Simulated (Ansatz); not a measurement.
# CaAlO: the cost of one run

Method: DFT PBE, scalar-relativistic, plane waves, PAW, in Ansatz 0.2.0.

1 further run of the same task is left out (it didn't finish).

### Step 1. The starting structure

Symmetry: P4/mmm, No. 123, tetragonal system. Conventional cell: a = 3.212 Å, b = 3.212 Å, c = 5.734 Å, α = 90.00°, β = 90.00°, γ = 90.00°. Ca (site symmetry 4/mmm) is surrounded by 2 O at 2.87 Å and 4 Ca at 3.21 Å. Al (site symmetry 4/mmm) has 4 O at 2.27 Å in its first shell of neighbours. O (site symmetry 4/mmm) has 4 Al at 2.27 Å and 2 Ca at 2.87 Å in its first shell of neighbours.

Coordinates:

```xyz
3
Lattice="3.2121 0.0000 0.0000 0.0000 3.2121 0.0000 0.0000 0.0000 5.7340" Properties=species:S:1:pos:R:3 pbc="T T T"
Ca    0.0000    0.0000    0.0000
Al    1.6060    1.6060    2.8670
O     0.0000    0.0000    2.8670
```

The cell is invented: random cell by space group and Wyckoff sites (P4/mmm, No. 123). The dimensions are guesses.

### Step 2. The guess as it stands, on a coarse mesh

Input file input.yaml:

```yaml
crystal:
  lattice:
    - [3.2120762, 0.0, 0.0]
    - [0.0, 3.2120762, 0.0]
    - [0.0, 0.0, 5.73401372]
  atoms:
    - { symbol: Ca, position: [0.0, 0.0, 0.0] }
    - { symbol: Al, position: [0.5, 0.5, 0.5] }
    - { symbol: O, position: [0.0, 0.0, 0.5] }
basis:
  ecutwfc: 420
kpoints:
  mp_grid: { grid: [6, 6, 4] }
hamiltonian:
  xc: pbe
scf:
  occupations: { method: gaussian, width: 0.1 }
  lower_state_search: "off"
output:
  forces: true
  stress: true
  eigenvalues: true
```

On the command line:

```
ansatz run input.yaml --threads 1 --pin off --max-ram 2560MiB --backend cpu --events-out ev --progress --plain --runs-dir out
```

Q: Estimate wall time and peak memory on 1 thread of Intel Xeon at 2.50GHz (Skylake/Cascade Lake), shared host.

About 3.5 s, with a peak of 0.33 GiB.
